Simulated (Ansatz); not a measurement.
# C₃H₃NiO₃P: relaxing the structure

The task is to find a stationary geometry of C₃H₃NiO₃P, and look at its orbitals and charge.

The runs use Ansatz 0.2.0, Gaussian basis; RKS PBE0-D4/def2-TZVP.

Levels to be run: relaxation at PBE0-D4/def2-TZVP; a single point in def2-TZVPP for the fields.

## (1) Starting geometry

SMILES `[O+]#[C][Ni-4]([PH3+])([C]#[O+])[C]#[O+]`, 11 atoms, charge 0, spin multiplicity 1.

Atoms are counted from 1 here; the program's logs count them from 0.

Bond lengths: O1–C2 1.136 Å, C2–Ni3 1.810 Å, Ni3–P4 2.270 Å, Ni3–C5 1.811 Å, Ni3–C7 1.810 Å, P4–H9 1.377 Å, P4–H10 1.378 Å, P4–H11 1.378 Å, C5–O6 1.136 Å, C7–O8 1.136 Å. Angles: O1–C2–Ni3 175.5°, C2–Ni3–P4 106.6°, C2–Ni3–C5 112.0°, C2–Ni3–C7 112.0°, P4–Ni3–C5 107.1°, P4–Ni3–C7 106.8°, C5–Ni3–C7 111.9°, Ni3–P4–H9 121.6°, Ni3–P4–H10 121.7°, Ni3–P4–H11 121.6°, H9–P4–H10 95.0°, H9–P4–H11 95.0°, H10–P4–H11 95.0°, Ni3–C5–O6 173.9°, Ni3–C7–O8 174.5°.

Geometry (Å):

```
O     1.3931   -0.1840    2.8653
C     0.7719   -0.0667    1.9214
Ni   -0.3264    0.1638    0.5009
P     0.8632   -0.4284   -1.3399
C    -0.8066    1.8971    0.2886
O    -1.1642    2.9751    0.2629
C    -1.7650   -0.9328    0.5703
O    -2.6919   -1.5752    0.7093
H     0.3533   -0.2728   -2.6100
H     1.2906   -1.7229   -1.5396
H     2.0820    0.1468   -1.6292
```

The start is a GFN2-xTB geometry.

## (2) Geometry optimisation, PBE0-D4/def2-TZVP

File in.yaml:

```yaml
crystal:
  periodic: [false, false, false]
  atoms:
    - {symbol: O, position_ang: [1.393110, -0.184050, 2.865340]}
    - {symbol: C, position_ang: [0.771890, -0.066670, 1.921420]}
    - {symbol: Ni, position_ang: [-0.326440, 0.163750, 0.500920]}
    - {symbol: P, position_ang: [0.863230, -0.428400, -1.339950]}
    - {symbol: C, position_ang: [-0.806570, 1.897100, 0.288600]}
    - {symbol: O, position_ang: [-1.164220, 2.975070, 0.262890]}
    - {symbol: C, position_ang: [-1.764980, -0.932770, 0.570280]}
    - {symbol: O, position_ang: [-2.691940, -1.575160, 0.709250]}
    - {symbol: H, position_ang: [0.353270, -0.272780, -2.609980]}
    - {symbol: H, position_ang: [1.290640, -1.722910, -1.539570]}
    - {symbol: H, position_ang: [2.082000, 0.146820, -1.629200]}
basis:
  gaussian: {orbitals: def2-TZVP}
hamiltonian: {xc: pbe0, dispersion: d4}
relax: {f_tol: 0.005, max_steps: 150}
```

The run is started by

```bash
$ ansatz run in.yaml --threads 2 --pin off --events-out ev --progress --plain --max-ram 20480MiB --backend cuda --devices 0, --max-vram 18GiB
```

The runs that follow: Fields at the relaxed geometry.

Q: Predict the results of all the runs planned. Wanted: point group; shift from the start; total energy; dispersion term; dipole moment; HOMO, LUMO.

**Answer**, as computed:

```
                  quantity            value
               point group               C3
                     steps                6
shift from the start (rms)          0.074 Å
              total energy   -59619.1948 eV
           dispersion term         -294 meV
             dipole moment           2.85 D
                HOMO, LUMO  -6.94, -0.98 eV
```

The relaxed geometry lies 0.07 Å (rms) from the start; the bond that changed most is Ni3–P4, from 2.270 to 2.210 Å. No vibrations were run, so it is not proven to be a minimum. The largest Mulliken charge, +0.20 e, sits on Ni3. The HOMO lies mostly on Ni3 57 %; P4 11 % and the LUMO on Ni3 16 %; C2, C5, C7 about 15 % each.
